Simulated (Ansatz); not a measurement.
# TiTe2 (P-3m1): cell relaxations under several functionals, by script

Aim: cell relaxations under several functionals, for TiTe2 (P-3m1), run from a script.

All numbers are computed with Ansatz 0.2.0, driven from Python. The levels of theory stand in the script.

**1. The structure**

The structure is trigonal, space group P-3m1 (No. 164). The conventional cell has a = 3.777 Å, b = 3.777 Å, c = 6.498 Å, α = 90.00°, β = 90.00°, γ = 120.00°. Around Ti (site symmetry -3m) lie 6 Te at 2.77 Å. Te (site symmetry 3m) is surrounded by 3 Ti at 2.77 Å.

The script holds or builds the structure itself.

**2. Script**

The input, tite2.py:

```python
'''Relaxed cell of TiTe2 under several functionals.'''

import warnings

import ansatz
import numpy as np

config = {
    'ecut': 380,
    'kgrid': (10, 10, 5),
    'smearing': 'fermi_dirac',
    'smearing_width': 0.3,
    'fmax': 0.05,
}

def edges_and_angles(cell):
    cell = np.asarray(cell)
    a, b, c = np.linalg.norm(cell, axis=1)
    cosines = cell[1] @ cell[2] / (b * c), cell[0] @ cell[2] / (a * c), cell[0] @ cell[1] / (a * b)
    return (a, b, c, *np.degrees(np.arccos(cosines)))

warnings.simplefilter('ignore', ansatz.DeckWarning)

lattice = ansatz.Lattice.of(
    (3.777, 0.0, 0.0),
    (-1.8885, 3.270978, 0.0),
    (0.0, 0.0, 6.498),
)
sites = [
    ('Ti', (0.0, 0.0, 0.0)),
    ('Te', (2 / 3, 1 / 3, 0.2628)),
    ('Te', (1 / 3, 2 / 3, 0.7372)),
]
system = ansatz.Crystal(lattice=lattice)
for symbol, position in sites:
    system = system.atom(symbol, position)

model = (
    system.calculation()
    .basis(config['ecut'], density_ratio=8)
    .kpoints(*config['kgrid'], center='monkhorst-pack')
    .occupations(config['smearing'], width=config['smearing_width'])
    .scf(lower_state_search='standard', algorithm='density_mixing', self_checks='high')
    .relax(cell=True, force_tolerance=config['fmax'])
)

levels = [('pbesol', 'none'), ('lda', 'none'), ('revpbe', 'd3bj')]
print('level            a       b       c    alpha   beta  gamma  V/atom  steps')
for name, dispersion in levels:
    seen = []
    run = model.functional(name, dispersion=dispersion).session().plan()
    out = run.execute(on_event=lambda e: seen.append(e) if e['event'] == 'relax_step' else None)
    cell = out.lattice.cell_ang
    label = name if dispersion == 'none' else f'{name}+{dispersion}'
    print('{:13s} {:7.4f} {:7.4f} {:7.4f} {:6.2f} {:6.2f} {:6.2f}'.format(label, *edges_and_angles(cell)), f'{abs(np.linalg.det(cell)) / len(out.lattice.sites):7.3f} {len(seen):5d}')
```

**3. The input behind the calls**

The package turns the script's settings into the engine's input (first run):

```yaml
crystal:
  lattice:
    - [3.777, 0.0, 0.0]
    - [-1.8885, 3.270978, 0.0]
    - [0.0, 0.0, 6.498]
  atoms:
    - { symbol: Ti, position: [0.0, 0.0, 0.0] }
    - { symbol: Te, position: [0.6666666666666666, 0.3333333333333333, 0.2628] }
    - { symbol: Te, position: [0.3333333333333333, 0.6666666666666666, 0.7372] }
basis:
  ecutwfc: 380.0
  ecutrho_ratio: 8
kpoints:
  mp_grid:
    grid: [10, 10, 5]
    shift: [0.5, 0.5, 0.0]
hamiltonian:
  xc: pbesol
  dispersion: none
scf:
  algorithm: density_mixing
  self_checks: high
  lower_state_search: standard
  occupations:
    method: fermi_dirac
    width: 0.3
relax:
  f_tol: 0.05
  cell: {}
```

**4. Launch**

On the command line:

```sh
python tite2.py
```

**Question.** Rank the levels of theory by the volume of the relaxed cell.

As calculated:

```
                                  quantity                 value
                             runs compared                     3
TiTe2 (run 1): relaxed volume, space group  25.57 Å³/atom, P-3m1
TiTe2 (run 2): relaxed volume, space group  24.72 Å³/atom, P-3m1
TiTe2 (run 3): relaxed volume, space group  24.34 Å³/atom, P-3m1
```

Runs 1, 2, 3: each has a cutoff under the recommended one, so what rests on them isn't a property of the system. From smallest to largest: revPBE+D3BJ (24.34 Å³ an atom, -9.1 % against the start), LDA (24.72 Å³ an atom, -7.6 % against the start) and PBEsol (25.57 Å³ an atom, -4.5 % against the start). The spread is 5.1 % in volume. The cutoff lies under the one recommended for these potentials. The mesh has less symmetry than the crystal, which the program warned of. The script silences the warnings on its input, which a real study should read.
